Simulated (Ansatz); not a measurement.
# Ni (Ni, isolated atom): the cost of one run

Computed with Ansatz 0.2.0 (DFT LDA (PW92), plane waves (420 eV) with PAW, scalar-relativistic; PBE-made PAW files, unless a step says otherwise).

**1. The system as given**

Periodic box: 14.0 × 14.4 × 14.8 Å.

Coordinates:

```
Ni
1.0
    14.00000    0.00000    0.00000
     0.00000   14.40000    0.00000
     0.00000    0.00000   14.80000
Ni
1
Direct
  0.50000 0.50000 0.50000
```

**2. From a moment of 0 μB**

input.yaml reads:

```yaml
crystal:
  lattice:
    - [14.0, 0.0, 0.0]
    - [0.0, 14.4, 0.0]
    - [0.0, 0.0, 14.8]
  atoms:
    - { symbol: Ni, position: [0.5, 0.5, 0.5], spin: 0.01 }
  symmetry: { detect: false, time_reversal: true }
hamiltonian:
  xc: lda
  pseudopotentials:
    kind: paw
    azcp:
      Ni: "pseudopotentials/Ni.paw.azcp"
basis:
  ecutwfc: 420
  fft_grid_basis: typed
kpoints:
  mp_grid: { grid: [1, 1, 1], shift: [0, 0, 0] }
magnetization:
  spin_polarized: true
scf:
  occupations: { method: fermi_dirac, width: 0.01 }
```

Run with:

```sh
$ ansatz run input.yaml --threads 4 --pin off --max-ram 8192MiB --backend cpu --events-out ev --progress --plain --runs-dir out
```

**Question.** How long does this run take on 4 threads of Arm Neoverse V2, shared host, and how much memory does it need?

About 26 s, with a peak of 1.5 GiB.
